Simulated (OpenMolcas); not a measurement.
**C2H5AlO (SMILES [CH3][Al]1[CH2][O]1) at 6 levels**

Aim: a comparison of 6 runs (HF/3-21G, BLYP/6-31G*, M06-2X/6-31G*, PBE/6-31G*, revPBE/6-31G*, CCSD(T)/6-31G*) of C2H5AlO. 

Program for the calculation: OpenMolcas 26.06.

### 1 The system as given

C2H5AlO: 9 atoms, total charge 0, spin state singlet. SMILES: `[CH3][Al]1[CH2][O]1`. The C1–H6 distance was set to 1.637 Å, away from the relaxed value. At this shape a bond of the SMILES string is far longer than usual.

Bond lengths: C1–Al2 1.934 Å, Al2–C3 1.883 Å, Al2–O4 1.707 Å, C3–O4 1.488 Å, C1–H5 1.093 Å, C1–H7 1.094 Å, C3–H8 1.091 Å, C3–H9 1.091 Å. Some angles: C1–Al2–C3 171.7°, C1–Al2–O4 139.6°, C3–Al2–O4 48.7°, Al2–C3–O4 59.5°, Al2–O4–C3 71.8°, Al2–C1–H5 110.3°, Al2–C1–H7 110.1°, Al2–C3–H8 123.8°, Al2–C3–H9 123.8°, O4–C3–H8 112.4°. A long bond or contact: C1–H6 1.637 Å.

### 2 The energy at HF/3-21G (run 1)

job.input reads:

```
* C2H5AlO Hartree-Fock

&gateway
 baslib = $CurrDir
 coord
 9
 bohr
 C     -1.05115827     1.63895380    -2.57664535
 Al     0.31360194    -1.00080462    -0.44938065
 C      1.49921611    -3.27509002     2.01690091
 O      1.70821982    -3.89737683    -0.71791073
 H      0.29168112     2.12045602    -4.07066282
 H     -1.70113146     4.20653035    -0.97793327
 H     -2.79027322     0.99002185    -3.48484773
 H      0.28941345    -4.59846522     3.03432946
 H      3.34075422    -3.11862069     2.93058349
 basis = 3-21G
 group = NoSym

&seward

&scf
 thresholds = 1e-10 1e-07 1e-07 1e-05
 prorbitals = 0
```

The basis set 3-21G is read from a file made from the Basis Set Exchange's data (not shown).

On the command line:

```
export MOLCAS_MEM=1860
pymolcas job.input > job.log
```

Standard output:

```text
--- Start Module: gateway ---
[...]
--- Stop Module: gateway /rc=_RC_ALL_IS_WELL_ ---
--- Start Module: seward ---
[...]
      Basis functions           50
--- Stop Module: seward /rc=_RC_ALL_IS_WELL_ ---
[...]
--- Start Module: scf ---
[...]
       Convergence after  14 Iterations
[...]
::    Total SCF energy                               -393.1396114720
[...]
      Total spin, S                                     0.0000000000
[...]
      Total electronic charge=   38.000000
      Total            charge=   -0.000000
[...]
      Dipole Moment (debye):
      Origin of the operator (angstrom)=    0.2982   -0.8037   -0.2419
                   X= -1.6535E+00               Y=  3.2038E+00               Z= -1.8753E-01           Total=  3.6102E+00
      Quadrupole Moment (debye*angstrom):
[...]
--- Stop Module: scf /rc=_RC_ALL_IS_WELL_ ---
[...]
```

It took 2.8 s on 1 thread of Intel Xeon Platinum 8259CL at 2.50GHz (Skylake/Cascade Lake), shared host; peak memory 0.38 GiB.

### 3 The energy at BLYP/6-31G(d) (spherical functions) (run 2)

job.inp reads:

```
>>> EXPORT MOLCAS_PRINT=2

&GATEWAY
  BASLIB=$CurrDir
  BASISSET
  C.6-31Gs....
  C1 -0.556249 0.867297 -1.363502 angstrom
  C3 0.793351 -1.733103 1.067298 angstrom
  End of Basis
  BASISSET
  Al.6-31Gs....
  Al2 0.165951 -0.529603 -0.237802 angstrom
  End of Basis
  BASISSET
  O.6-31Gs....
  O4 0.903951 -2.062403 -0.379902 angstrom
  End of Basis
  BASISSET
  H.6-31Gs....
  H5 0.154351 1.122097 -2.154102 angstrom
  H6 -0.900200 2.226000 -0.517500 angstrom
  H7 -1.476549 0.523897 -1.844102 angstrom
  H8 0.153151 -2.433403 1.605698 angstrom
  H9 1.767851 -1.650303 1.550798 angstrom
  End of Basis

&SEWARD
  GRIDINPUT
  Grid=UltraFine
  End of Grid

&SCF
  KSDFT=BLYP
  THRESHOLDS=1e-10 1e-07 1e-07 1e-05
  PRORBITALS=1 1
```

The basis set 6-31G* is read from a file made from the Basis Set Exchange's data (not shown).

On the command line:

```
export MOLCAS_MEM=1860
pymolcas job.inp > job.log
```

Standard output:

```text
--- Start Module: gateway ---
[...]
--- Stop Module: gateway /rc=_RC_ALL_IS_WELL_ ---
--- Start Module: seward ---
[...]
      Basis functions           70
--- Stop Module: seward /rc=_RC_ALL_IS_WELL_ ---
[...]
--- Start Module: scf ---
[...]
       Convergence after  17 Iterations
[...]
::    Total KS-DFT energy                            -396.7003441074
[...]
      Total spin, S                                     0.0000000000
[...]
      Total electronic charge=   38.000000
      Total            charge=   -0.000000
[...]
      Dipole Moment (debye):
      Origin of the operator (angstrom)=    0.2982   -0.8037   -0.2419
                   X= -1.1495E+00               Y=  2.1728E+00               Z= -4.9212E-01           Total=  2.5069E+00
      Quadrupole Moment (debye*angstrom):
[...]
--- Stop Module: scf /rc=_RC_ALL_IS_WELL_ ---
[...]
```

It took 27 s on 1 thread of Intel Xeon Platinum 8259CL at 2.50GHz (Skylake/Cascade Lake), shared host; peak memory 0.42 GiB.

Runs 3 to 5 aren't shown in full; the table further down has their settings and results.

### 4 The energy at CCSD(T)/6-31G(d) (spherical functions) (run 6)

calc.input reads:

```
* C2H5AlO CCSD(T)
>>> EXPORT MOLCAS_PRINT=2

&GATEWAY
 BasLib=$CurrDir
 Coord
 9
 angstrom
 C       -0.556249       0.867297      -1.363502
 Al       0.165951      -0.529603      -0.237802
 C        0.793351      -1.733103       1.067298
 O        0.903951      -2.062403      -0.379902
 H        0.154351       1.122097      -2.154102
 H       -0.900200       2.226000      -0.517500
 H       -1.476549       0.523897      -1.844102
 H        0.153151      -2.433403       1.605698
 H        1.767851      -1.650303       1.550798
 Basis=6-31Gs
 Group=NoSym

&SEWARD

&SCF
 Thresholds=1e-10 1e-07 1e-07 1e-05
 PrOrbitals=1 2

&RASSCF
 FileOrb=$Project.ScfOrb
 Spin=1
 Nactel=0 0 0
 Inactive=19
 Ras2=0
 OutOrbitals=Canonical
 OrbListing=Nothing

&MOTRA
 JobIph
 Frozen=8

&CCSDT
 CCT
 Triples=2
 Iterations=80
 Accuracy=1e-08
 Extrapolation=5 4
```

The basis set 6-31G* is read from a file made from the Basis Set Exchange's data (not shown).

On the command line:

```
export MOLCAS_MEM=1860
pymolcas calc.input > calc.log
```

Standard output:

```text
--- Start Module: gateway ---
[...]
--- Stop Module: gateway /rc=_RC_ALL_IS_WELL_ ---
[...]
      Basis functions           70
[...]
       Convergence after  15 Iterations
[...]
::    Total SCF energy                               -395.2892228567
[...]
      Total spin, S                                     0.0000000000
[...]
      Number of active orbitals                  0
[...]
      Spin quantum number                      0.0
[...]
      Active orbitals                            0
[...]
      Number of CSFs                             1
[...]
      Number of root(s) required                 1
[...]
      Convergence after  4 iterations
[...]
      Natural orbitals and occupation numbers for root  1
      ************************************************************************************************************************
      *                                                    Final results                                                     *
      ************************************************************************************************************************
[...]
::    RASSCF root number  1 Total energy:   -395.28922286
[...]
      Total electronic charge=   38.000000
      Total            charge=   -0.000000
[...]
      Dipole Moment (debye):
      Origin of the operator (angstrom)=    0.2982   -0.8037   -0.2419
                   X= -1.4806E+00               Y=  2.8100E+00               Z= -2.6427E-01           Total=  3.1872E+00
      Quadrupole Moment (debye*angstrom):
[...]
--- Start Module: motra ---
[...]
      *** WARNING: Default frozen orbitals is overwritten by user input.
      *** Default values:   5
[...]
--- Stop Module: motra /rc=_RC_ALL_IS_WELL_ ---
--- Start Module: ccsdt ---
[...]
      Convergence after                    21  Iterations
      Total energy (diff) :    -395.82757278      -0.00000000
[...]
 METHOD                       : CCSD+T(CCSD)+<T3(1)WT1> = CCSD(T)
[...]
       CCSD     =      -395.8275727751795
[...]
--- Stop Module: ccsdt /rc=_RC_ALL_IS_WELL_ ---
[...]
```

Wall time 33 s (1 thread of Intel Xeon Platinum 8259CL at 2.50GHz (Skylake/Cascade Lake), shared host); peak memory 0.42 GiB.

### 5 Overview of the runs

```
run                                 level  integration grid  frozen core orbitals  energy (Eh)  dipole moment (D) of the reference  HOMO energy (eV)  LUMO energy (eV)  wall time
  1                              HF/3-21G                 –                     –  -393.139611                                3.61             -8.99              2.28      2.8 s
  2     BLYP/6-31G* (spherical functions)         UltraFine                     –  -396.700344                                2.51             -4.66             -1.77       27 s
  3   M06-2X/6-31G* (spherical functions)         UltraFine                     –  -396.657755                                3.00             -7.28             -0.17       32 s
  4      PBE/6-31G* (spherical functions)         UltraFine                     –  -396.427783                                2.57             -4.80             -1.86       27 s
  5   revPBE/6-31G* (spherical functions)         UltraFine                     –  -396.657074                                2.53             -4.76             -1.81       27 s
  6  CCSD(T)/6-31G* (spherical functions)                 –                     8  -395.844596                                3.19             -9.08              2.12       33 s
```

### 6 What came out

| quantity | value |
| --- | --- |
| run 6: total energy | -395.84460 Eh |
| run 6: dipole moment (mean-field density) | 3.19 D |
| run 6: HOMO energy (Hartree–Fock orbitals) | -9.08 eV |
| run 6: LUMO energy (Hartree–Fock orbitals) | 2.12 eV |
| run 6: HOMO–LUMO gap (Hartree–Fock orbitals) | 11.20 eV |
| run 6: correlation energy (8 core orbitals frozen) | -555.4 mEh |
| run 6: (T) correction | -17.02 mEh |

**Reading.** Over runs 1, 2, 3, 4, 5 the dipole moment (its size) runs from 2.51 D (BLYP/6-31G*) to 3.61 D (HF/3-21G). The two ends differ in method and basis. Over runs 1, 2, 3, 4, 5 the HOMO–LUMO gap runs from 2.89 eV (BLYP/6-31G*) to 11.27 eV (HF/3-21G). Totals of different functionals can't be ranked against each other. All runs together took 2.5 min, the longest 33 s.
